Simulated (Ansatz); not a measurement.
# CrN2 (Pnnm) in Ansatz: a series of runs

Runs on CrN2. Level: PBEsol. Tasks: single point.

Everything below comes from runs of Ansatz 0.2.0. Logs are shortened: lines on timing, memory, paths and dates and some standing lists are left out, and cuts for length are marked.

## (1) The structure

Symmetry: Pnnm, No. 58, orthorhombic system. The conventional cell has a = 3.902 Å, b = 4.810 Å, c = 2.784 Å, α = 90.00°, β = 90.00°, γ = 90.00°. Cr (site symmetry 2/m) has 6 N at 2.04 to 2.05 Å as nearest neighbours. N (site symmetry m) is surrounded by 1 N at 1.35 Å.

The cell comes from a database or a generator and needn't be the stable form of this composition.

## (2) Single point, PBEsol, collinear spin, ferromagnetic start

Contents of input.yaml:

```yaml
crystal:
  lattice:
    - [3.901786, 0.0, 0.0]
    - [0.0, 4.809512, 0.0]
    - [0.0, 0.0, 2.78417]
  atoms:
    - { symbol: Cr, position: [0.0, 0.0, 0.0], spin: 1.5 }
    - { symbol: Cr, position: [0.5, 0.5, 0.5], spin: 1.5 }
    - { symbol: "N", position: [0.86617, 0.588775, 0.0] }
    - { symbol: "N", position: [0.13383, 0.411225, 0.0] }
    - { symbol: "N", position: [0.36617, 0.911225, 0.5] }
    - { symbol: "N", position: [0.63383, 0.088775, 0.5] }
hamiltonian:
  xc: pbesol
  pseudopotentials: { kind: paw }
magnetization:
  spin_polarized: true
  initial_magnetization: 3.0
  spin_locking: { lock_magnetization: hard }
kpoints:
  mp_grid: { grid: [6, 5, 8] }
scf:
  occupations: { method: fermi_dirac, width: 0.05 }
  lower_state_search: "off"
output:
  forces: true
  stress: true
  eigenvalues: true
```

Potentials or basis: Ansatz PAW.

Launch:

```bash
$ ansatz run input.yaml --threads 2 --pin off --max-ram 5632MiB --backend cpu --events-out ev --progress --plain --runs-dir out
```

The program printed:

```text
Warning: output.stress: scf.convergence.dr2_threshold = 1e-7 eV (the SCF's general default) is looser than the 6e-10 eV advised for a printed stress (1e-10 eV for each atom of the cell: 6). What an SCF threshold leaves in a stress goes as its square root, and in the free energy as the threshold itself, and one threshold admits the most on a small cell: of the crystals measured, under no hybrid functional and no lock of the moments, on runs that ended without the residual-converged pass, on stresses that held no estimate of that error, the worst erred by over 100 MPa in a component at 1e-7 eV an atom and by under 5 at 1e-10. Set scf.convergence.dr2_threshold to 6e-10 eV or tighter. The threshold is an SCF's pass mark: one that does not reach it within its budget of iterations ends unconverged, or closes short of it on a stop that the run arms, and scf.convergence.dr2_threshold's page says what that costs each kind of run
Warning: RAYON_NUM_THREADS=2 ignored (pool sized by the plan → 2); use --threads N
Engine: ansatz 0.2.0, aarch64-unknown-linux-gnu
Pseudopotentials: kind: paw
Pseudopotential: Cr, paw, valence charge 14, recommended cutoff 420 eV (normal), Cr.paw.azcp
Pseudopotential: N, paw, valence charge 5, recommended cutoff 420 eV (normal), N.paw.azcp
Functional definition: PBEsol
  exchange = pbesol_x
  correlation = pbesol_c
Crystal: 6 atoms, lattice volume = 52.247 Å³
Basis set: ecut = 420 eV, 1017 PW (Γ), exchange–correlation on 54×72×40 points (8 copies of the dense FFT grid, shifted against one another)
Bands: 32, of which v1, the nominal top of the filled ones, is band 24 counted from 1 (23 counted from 0)
Symmetry: 8 space group operations
Space group: Pnnm (ITA 58), of the structure as read, at distance tolerance 3.7e-5 Å
Magnetic group: BNS 58.393 (UNI 491), of the structure as read, at distance tolerance 3.7e-5 Å
k-points: 60 of 240
Non-local potential: Cr, projectors of the file, l = 0: 3, l = 1: 2, l = 2: 3, l = 3: 1
Non-local potential: N, projectors of the file, l = 0: 2, l = 1: 2, l = 2: 1
PAW form: soft (Blöchl's): semilocal exchange-correlation on the pseudo side does not see the compensation charge
PAW frozen core: Cr, regenerated for the run's functional, and the local potential with it (the file was generated under x = pbe(κ = 0.804, μ = 0.2195149727645171), c = pbe(β = 0.06672455060314922))
PAW frozen core: N, regenerated for the run's functional, and the local potential with it (the file was generated under x = pbe(κ = 0.804, μ = 0.2195149727645171), c = pbe(β = 0.06672455060314922))
PAW one-centre angular grid: Cr, 590 points (default); XC on 64 Gauss nodes
PAW one-centre angular grid: N, 110 points (default); XC on 64 Gauss nodes
Initial density: superposition of atomic densities (chi_scale 0.1, normalization cell, long waves kept (reshape's long-wave potential 0.00 eV rms))
Starting moments: Σ|m| = 3 μB on 2 of 6 sites
Initial wavefunctions: pseudopotential atomic-orbital guess
Functional: x = pbesol(κ = 0.804, μ = 0.12345679012345678), c = pbesol(β = 0.046)
SCF iter   1: F=—  HF=-8213.538907 eV  |F-HF|=—  |Δ(HF+E_count)|=         —  Δρ=7.33e-2 (↑7.33e-2 ↓6.80e-2)  dr2=8.14e0  dr2_m=2.34e-1  M=3.000 μB ∫|m|=3.285 μB  β_m=0.30  ethr=3.10e-3  ⟨swp⟩=5.5  Hψ=13104  notcnv=0
preconditioner: auto → Kerker (q_TF=auto, 2.690 Å⁻¹)  [metal: Δε(μ)=0.005 eV  Ē_g=9.091 eV  σ=0.050 eV  W_gap=0.03  n_scr=16 (ndim 8)  ℏωp=29.1 eV  f_vac=0.000  D(μ)=6.32/eV (n_scr^D=78)]
spin=Collinear: Kerker preconditioning applied to the charge; magnetization (m = ρ↑ − ρ↓) channel mixes plain (no charge-response kernel on spin).
SCF iter   2: F=—  HF=-8212.861397 eV  |F-HF|=—  |Δ(HF+E_count)|=   6.78e-1  Δρ=3.43e-2 (↑3.43e-2 ↓3.15e-2)  dr2=9.47e-1  dr2_m=1.63e-1  M=3.000 μB ∫|m|=3.514 μB  β_m=0.32  ethr=3.10e-3  ⟨swp⟩=2.7  Hψ=8287  notcnv=0  defer=68
[... 13 lines left out ...]
Absolute magnetization: 4.0361 μB (∫|ρ↑−ρ↓|, with the PAW one-centre terms)
Spin contamination: 0.2871 ħ² per cell (⟨S²⟩ above its minimum at these occupations)
Per-site moments (μB) at R_I (Å): [(1.4468830805781479, 0.8414829617259173), (1.4468830805781474, 0.8414829617259173), (-0.07732940294292147, 0.5564723882107674), (-0.07732940294292139, 0.5564723882107674), (-0.07732940294292148, 0.5564723882107675), (-0.07732940294292152, 0.5564723882107675)]
Free energy (F): -8212.928496 eV
Harris-Foulkes:  -8212.928496 eV  (|F-HF|=1.17e-8)
Internal energy: -8212.885318 eV  (E = F + TS)
E sigma→0 (E₀):  -8212.906907 eV
Entropy (-TS):   -0.043178 eV (-7.196 meV/atom)
Fermi energy:    13.622672 (↑ 13.174629, ↓ 14.070715) eV
--- Per-component energies (eV) ---
  E_band       = -370.890760
  E_kinetic    = 1200.160382
  E_local      = -3497.553416  (includes V_loc(G=0)·N_el)
  E_nonlocal   = 344.413283
  E_hartree    = 1393.487177
  E_xc         = -511.495829
  E_vxc        = -654.194875  (∫ρ·V_xc dr)
  E_paw        = -2822.558728  (= ΣΔE_a)
  E_vpaw       = -550.686925  (= ΣTr[D̂ρ^β])
  E_aug_tail   = 0.001071  (compensation charges beyond the density's cutoff)
  E_ewald      = -4319.771653
  E_core_change = 0.432394  (= ΣΔE_core)
  E_smearing   = -0.043178  (= −TS)
  E_closure    = -0.000000  (closes the sum)
  Σ components = -8212.928496   (vs F -8212.928496, Δ=0.00e0)
--- Forces (eV/Å), atoms counted from 1 ---
  atom   1  Cr     0.00000000     0.00000000     0.00000000
  atom   2  Cr     0.00000000     0.00000000     0.00000000
  atom   3  N     -0.03719687    -0.01030838     0.00000000
  atom   4  N      0.03719687     0.01030838     0.00000000
  atom   5  N     -0.03719687     0.01030838     0.00000000
  atom   6  N      0.03719687    -0.01030838     0.00000000
  max |Σ_I F_I| component: 0.00e0 eV/Å
--- Stress (GPa, compression-positive) ---
      -10.939478       0.000000       0.000000
        0.000000     -15.192310       0.000000
        0.000000       0.000000     -13.196135
  P = ⅓ Tr σ = -13.1093 GPa (-131.093 kbar)
--- Band table (eV; the first three rows and the last of 120) ---
  k-point 0 ↑: bands = ["-58.8352", "-58.8285", "-30.4385", "-30.3876", "-30.2326", "-30.2027", "-30.1765", "-30.1644", "-7.0079", "-6.0648", "2.0973", "2.6907", "5.8780", "5.9101", "7.4582", "8.7670", "9.1303", "9.5122", "9.5142", "10.5163", "11.1157", "11.1407", "12.4397", "12.4781", "12.8980", "12.9206", "13.0506", "13.2449", "16.6325", "18.5145", "18.6059", "19.2382"]
  k-point 1 ↑: bands = ["-58.8316", "-58.8255", "-30.4334", "-30.3864", "-30.2267", "-30.2089", "-30.1991", "-30.1978", "-6.8728", "-5.9868", "2.1409", "2.6442", "5.9238", "6.0790", "7.1972", "8.5343", "8.6700", "9.5527", "9.6497", "9.7560", "11.0917", "11.5727", "12.4764", "12.8355", "12.9245", "13.1112", "13.1687", "13.3220", "16.6238", "18.1385", "18.1500", "19.0867"]
  k-point 2 ↑: bands = ["-58.8230", "-58.8182", "-30.4202", "-30.3843", "-30.2863", "-30.2781", "-30.2120", "-30.1909", "-6.5136", "-5.8040", "2.2346", "2.5310", "5.8774", "6.4347", "6.8124", "7.1652", "8.3784", "8.6069", "10.1686", "10.2668", "10.8959", "12.2439", "12.4318", "12.7878", "12.9814", "13.2376", "13.8415", "13.8696", "16.6051", "17.2121", "17.3602", "18.5583"]
  k-point 59 ↓: bands = ["-57.0630", "-57.0630", "-28.9912", "-28.9912", "-28.5456", "-28.5456", "-28.3087", "-28.3087", "-5.8722", "-5.8722", "2.3405", "2.3405", "5.7457", "5.7457", "6.9412", "6.9412", "7.7230", "7.7230", "10.7177", "10.7177", "12.1026", "12.1026", "14.3913", "14.3913", "14.8064", "14.8064", "15.8032", "15.8032", "17.5706", "17.5706", "18.8730", "18.8730"]
```

Run time: 9.5 s. Hardware: 2 threads of Arm Neoverse V1, shared host; peak memory 0.42 GiB.

Results:

```yaml
Free_energy: -8212.9285 eV
Pressure: -13.1 GPa
Largest_force: 0.039 eV/Å
Net_moment: 3.00 μB per cell
Absolute_moment: 4.04 μB per cell
Site_moments: Cr +1.45; N -0.08 μB
```

Forces on the atoms (eV/Å):
```
Cr   0.000  0.000  0.000
Cr   0.000  0.000  0.000
N   -0.037 -0.010  0.000
N    0.037  0.010  0.000
N   -0.037  0.010  0.000
N    0.037 -0.010  0.000
```

Caveat: the pressure holds a Pulay correction of +0.8 GPa for the finite cutoff; the total moment is fixed, so each spin has its own Fermi level; only a ferromagnetic start was run, and an antiferromagnetic order may lie lower in energy; the PAW data sets come from PBE, with cores solved anew for the run's functional, which leaves a small shift of forces and pressure; the thresholds are loose for stress.

## (3) Single point, PBEsol, collinear spin, ferromagnetic start

Edit input.yaml of step 2 so:

```diff
@@ -6,4 +6,4 @@
   atoms:
-    - { symbol: Cr, position: [0.0, 0.0, 0.0], spin: 1.5 }
-    - { symbol: Cr, position: [0.5, 0.5, 0.5], spin: 1.5 }
+    - { symbol: Cr, position: [0.0, 0.0, 0.0], spin: 2.25 }
+    - { symbol: Cr, position: [0.5, 0.5, 0.5], spin: 2.25 }
     - { symbol: "N", position: [0.86617, 0.588775, 0.0] }
@@ -17,3 +17,3 @@
   spin_polarized: true
-  initial_magnetization: 3.0
+  initial_magnetization: 4.5
   spin_locking: { lock_magnetization: hard }
```

Potentials or basis: Ansatz PAW.

Launch:

```bash
$ ansatz run input.yaml --threads 2 --pin off --max-ram 5632MiB --backend cpu --events-out ev --progress --plain --runs-dir out
```

Wall time 8.7 s (2 threads of Arm Neoverse V1, shared host); peak memory 0.42 GiB.

Results (log left out):

* Free energy: -8213.3277 eV
* Pressure: -9.1 GPa
* Largest force: 0.061 eV/Å
* Net moment: 4.50 μB per cell
* Absolute moment: 5.11 μB per cell
* Site moments: Cr +1.94; N -0.05 μB

Forces in eV/Å, atoms in the order of the input:
```
Cr   0.000  0.000  0.000
Cr   0.000  0.000  0.000
N    0.015 -0.059  0.000
N   -0.015  0.059  0.000
N    0.015  0.059  0.000
N   -0.015 -0.059  0.000
```

Stress tensor (GPa, compression positive):
```
-10.45   0.00   0.00
  0.00  -9.11   0.00
  0.00   0.00  -7.61
```

Caveat: the pressure holds a Pulay correction of +0.8 GPa for the finite cutoff; the total moment is fixed, so each spin has its own Fermi level; only a ferromagnetic start was run, and an antiferromagnetic order may lie lower in energy; the PAW data sets come from PBE, with cores solved anew for the run's functional, which leaves a small shift of forces and pressure; the thresholds are loose for stress.

## (4) Single point, PBEsol, collinear spin, ferromagnetic start

Edit input.yaml of step 3 so:

```diff
@@ -6,4 +6,4 @@
   atoms:
-    - { symbol: Cr, position: [0.0, 0.0, 0.0], spin: 2.25 }
-    - { symbol: Cr, position: [0.5, 0.5, 0.5], spin: 2.25 }
+    - { symbol: Cr, position: [0.0, 0.0, 0.0], spin: 3.0 }
+    - { symbol: Cr, position: [0.5, 0.5, 0.5], spin: 3.0 }
     - { symbol: "N", position: [0.86617, 0.588775, 0.0] }
@@ -17,3 +17,3 @@
   spin_polarized: true
-  initial_magnetization: 4.5
+  initial_magnetization: 6.0
   spin_locking: { lock_magnetization: hard }
```

Launch:

```bash
$ ansatz run input.yaml --threads 2 --pin off --max-ram 5632MiB --backend cpu --events-out ev --progress --plain --runs-dir out
```

Run time: 9.1 s. Hardware: 2 threads of Arm Neoverse V1, shared host; peak memory 0.42 GiB.

Results (log left out):

| Quantity | Value |
| --- | --- |
| Free energy | -8212.5654 eV |
| Pressure | -2.4 GPa |
| Largest force | 0.748 eV/Å |
| Net moment | 6.00 μB per cell |
| Absolute moment | 6.01 μB per cell |
| Site moments | Cr +2.23; N +0.05 μB |

Forces in eV/Å, atoms in the order of the input:
```
Cr   0.000  0.000  0.000
Cr   0.000  0.000  0.000
N    0.588 -0.462  0.000
N   -0.588  0.462  0.000
N    0.588  0.462  0.000
N   -0.588 -0.462  0.000
```

Stress tensor (GPa, compression positive):
```
-4.35  0.00  0.00
 0.00 -6.41  0.00
 0.00  0.00  3.63
```

Caveat: the pressure holds a Pulay correction of +0.8 GPa for the finite cutoff; the total moment is fixed, so each spin has its own Fermi level; only a ferromagnetic start was run, and an antiferromagnetic order may lie lower in energy; the PAW data sets come from PBE, with cores solved anew for the run's functional, which leaves a small shift of forces and pressure; the thresholds are loose for stress.

## (5) Single point, PBEsol, collinear spin, ferromagnetic start

Edit input.yaml of step 4 so:

```diff
@@ -6,4 +6,4 @@
   atoms:
-    - { symbol: Cr, position: [0.0, 0.0, 0.0], spin: 3.0 }
-    - { symbol: Cr, position: [0.5, 0.5, 0.5], spin: 3.0 }
+    - { symbol: Cr, position: [0.0, 0.0, 0.0], spin: 3.75 }
+    - { symbol: Cr, position: [0.5, 0.5, 0.5], spin: 3.75 }
     - { symbol: "N", position: [0.86617, 0.588775, 0.0] }
@@ -17,3 +17,3 @@
   spin_polarized: true
-  initial_magnetization: 6.0
+  initial_magnetization: 7.5
   spin_locking: { lock_magnetization: hard }
```

Launch:

```bash
$ ansatz run input.yaml --threads 2 --pin off --max-ram 5632MiB --backend cpu --events-out ev --progress --plain --runs-dir out
```

Wall time 11 s (2 threads of Arm Neoverse V1, shared host); peak memory 0.42 GiB.

It converged, with:

| Quantity | Value |
| --- | --- |
| Free energy | -8211.3507 eV |
| Pressure | 6.1 GPa |
| Largest force | 1.385 eV/Å |
| Net moment | 7.50 μB per cell |
| Absolute moment | 7.50 μB per cell |
| Site moments | Cr +2.49; N +0.15 μB |

Forces in eV/Å, atoms in the order of the input:
```
Cr   0.000  0.000  0.000
Cr   0.000  0.000  0.000
N    1.073 -0.876  0.000
N   -1.073  0.876  0.000
N    1.073  0.876  0.000
N   -1.073 -0.876  0.000
```

Stress tensor (GPa, compression positive):
```
 1.17  0.00  0.00
 0.00 -2.51  0.00
 0.00  0.00 19.58
```

Caveat: the pressure holds a Pulay correction of +0.8 GPa for the finite cutoff; the total moment is fixed, so each spin has its own Fermi level; only a ferromagnetic start was run, and an antiferromagnetic order may lie lower in energy; the PAW data sets come from PBE, with cores solved anew for the run's functional, which leaves a small shift of forces and pressure; forces of over 1 eV/Å show positions far from the minimum, so gaps and moduli don't describe the material at rest; the thresholds are loose for stress.

## (6) The runs side by side

```tsv
fixed moment (μB)	pressure (GPa)	moment (μB)	largest force (eV/Å)
3.0	-13.1	3.00	0.04
4.5	-9.1	4.50	0.06
6.0	-2.4	6.00	0.75
7.5	6.1	7.50	1.39
```

Alike in all rows: task single point; level PBEsol; potentials or basis Ansatz PAW; spin collinear, ferromagnetic start; cell as given; k mesh 6 × 5 × 8; cutoff (eV) 420; smearing fermi-dirac 0.05 eV.

Caveats: the total moment is fixed, so each spin has its own Fermi level; only a ferromagnetic start was run, and an antiferromagnetic order may lie lower in energy; the PAW data sets come from PBE, with cores solved anew for the run's functional, which leaves a small shift of forces and pressure; the thresholds are loose for stress; forces of over 1 eV/Å show positions far from the minimum, so gaps and moduli don't describe the material at rest (some runs).

Total energies depend on the potentials used, so only differences within one code and one set of settings carry meaning.
